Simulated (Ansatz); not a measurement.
**KCdCO3F: vibrations at Γ and dielectric response**

How strongly does the known phase of KCdCO3F (P-6m2) with 7 atoms a cell screen an electric field, and what charges do its ions carry when they move? Which modes has it at Γ?

Code: Ansatz 0.2.0. Linear response, PAW datasets, plane waves. Calculated at 0 K for a non-magnetic cell.

## Step 1: The system as given

The cell was relaxed beforehand with PBEsol.

The symmetry is P-6m2 (No. 187, hexagonal); a = 5.039 Å, c = 4.415 Å in the conventional setting, 13.87 Å³ an atom. Around K lie 6 O at 2.74 Å and 3 F at 2.91 Å; around Cd lie 2 F at 2.21 Å and 6 O at 2.53 Å; around C lie 3 O at 1.29 Å; around O lie 1 C at 1.29 Å; around F lie 2 Cd at 2.21 Å and 3 K at 2.91 Å.

The structure in full:

Space group P-6m2 (No. 187). a = 5.039 Å, b = 5.039 Å, c = 4.415 Å, α = 90.00°, β = 90.00°, γ = 120.00°
```tsv
atom	site	symmetry	x	y	z
K	1a	-6m2	0.0000	0.0000	0.0000
Cd	1f	-6m2	0.6667	0.3333	0.5000
C	1d	-6m2	0.3333	0.6667	0.5000
O	3k	mm2	0.1859	0.3717	0.5000
F	1e	-6m2	0.6667	0.3333	0.0000
```

## Step 2: Phonons at Γ with PBEsol

Input file input.yaml:

```yaml
crystal:
  lattice:
    - [5.0392707824, 0.0, 0.0]
    - [-2.5196353912, 4.3641365141, 0.0]
    - [0.0, 0.0, 4.4150409024]
  atoms:
    - { symbol: K, position: [0.0, 0.0, 0.0] }
    - { symbol: Cd, position: [0.6666666667, 0.3333333333, 0.5] }
    - { symbol: C, position: [0.3333333333, 0.6666666667, 0.5] }
    - { symbol: O, position: [0.1858639281, 0.3717278562, 0.5] }
    - { symbol: O, position: [0.1858639281, 0.8141360719, 0.5] }
    - { symbol: O, position: [0.6282721438, 0.8141360719, 0.5] }
    - { symbol: F, position: [0.6666666667, 0.3333333333, 0.0] }
kpoints:
  mp_grid: { grid: [6, 6, 6] }
hamiltonian:
  xc: pbesol
scf:
  occupations: { method: fixed }
phonons:
  method: dfpt
  dielectric: true
  qpoints: [[0, 0, 0]]
  rigid_motions: translations
```

Run with:

```bash
$ ansatz run input.yaml --threads 4 --pin off --max-ram 9216MiB --backend cpu --events-out ev --progress --plain --runs-dir out
```

## Step 3: Dielectric tensor and Born charges, r2SCAN

Input file input.yaml:

```yaml
crystal:
  lattice:
    - [5.0419290554, 0.0, 0.0]
    - [-2.5209645277, 4.3664386461, 0.0]
    - [0.0, 0.0, 4.4240642867]
  atoms:
    - { symbol: K, position: [0.0, 0.0, 0.0] }
    - { symbol: Cd, position: [0.6666666667, 0.3333333333, 0.5] }
    - { symbol: C, position: [0.3333333333, 0.6666666667, 0.5] }
    - { symbol: O, position: [0.1864134963, 0.3728269925, 0.5] }
    - { symbol: O, position: [0.1864134963, 0.8135865037, 0.5] }
    - { symbol: O, position: [0.6271730075, 0.8135865037, 0.5] }
    - { symbol: F, position: [0.6666666667, 0.3333333333, 0.0] }
kpoints:
  mp_grid: { grid: [6, 6, 6] }
hamiltonian:
  xc: r2scan
scf:
  occupations: { method: fixed }
dielectric: {}
```

## Step 4: Field response with PBE

input.yaml, as its differences from that of step 3:

```diff
@@ -16,3 +16,3 @@
 hamiltonian:
-  xc: r2scan
+  xc: pbe
 scf:
```

**Question.** What will these runs give? Wanted: ε∞, PBEsol at the PBEsol cell; ε∞, r2SCAN at the r2SCAN cell; ε∞, PBE at the r2SCAN cell; Born charges; optical modes; highest mode with the LO–TO term.

The runs gave:

```
                                quantity                                           value
           ε∞, PBEsol at the PBEsol cell                                3.04, 3.04, 2.48
           ε∞, r2SCAN at the r2SCAN cell                                2.78, 2.78, 2.32
              ε∞, PBE at the r2SCAN cell                                2.98, 2.98, 2.44
Born charges (mean of the diagonal), PBE  K +1.22, Cd +2.57, C +1.95, O -1.50, F -1.24 e
                           optical modes                               -238 to 1451 cm⁻¹
        highest mode with the LO–TO term                                       1520 cm⁻¹
```

ε∞ averages 2.8 in PBE, so the refractive index well below the gap is about 1.67 at that level. PBE screens more (2.80 for PBE, 2.63 for r2SCAN), in step with its smaller gap on the mesh (2.03 and 2.68 eV). The tensor is anisotropic: its diagonal spans 2.44 to 2.98. 1 mode at Γ is imaginary (printed negative, down to -238 cm⁻¹), so this structure is unstable against a distortion within its own cell.

The gaps are Kohn-Sham values of a semilocal functional, not quasiparticle or optical gaps. Such gaps usually fall short of the measured ones.
